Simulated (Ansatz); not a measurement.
The system is Hf2Pd2Se2Br2O3.

```xyz
11
Lattice="5.6066 -0.0935 -0.0141 1.6139 5.3351 0.0025 1.3692 1.9153 8.3154" Properties=species:S:1:pos:R:3 pbc="T T T"
Hf    2.3902    3.4984    0.1883
Hf    6.1995    3.6586    8.1156
Pd    1.4915    3.6252    4.1590
Pd    0.6846    0.9576    4.1577
Se    1.0298    2.2924    2.1069
Se    7.5599    4.8645    6.1970
Br    4.2949    3.5785    4.1519
Br    3.4879    0.9109    4.1507
O     4.3489    3.6281    7.6532
O     4.2408    3.5289    0.6507
O     0.0000    0.0000    0.0000
```

The cell was built by a generator and needn't be a form met in nature.

Base run:

```yaml
Program: Ansatz 0.2.0
Functional: RPBE
Potentials_or_basis: all-electron LAPW, scalar-relativistic
Cutoff: 481 eV (chosen from the basis error)
Basis_error_allowed: 0.002 eV/atom
k_mesh: 4 × 4 × 3
Occupations: fermi-dirac, width 0.05 eV
Spin: no spin polarisation
```

Its results: pressure 2.5 GPa; largest force 0.204 eV/Å.

The run is repeated on the same cell with these changes: functional from RPBE to PBE. What comes out?

Pressure 0.2 GPa; largest force 0.047 eV/Å.

PBE binds more tightly than RPBE, so the same cell stands under less pressure.

Caveats: the k mesh is thin for a metal, which can move the energy by tens of meV per atom.
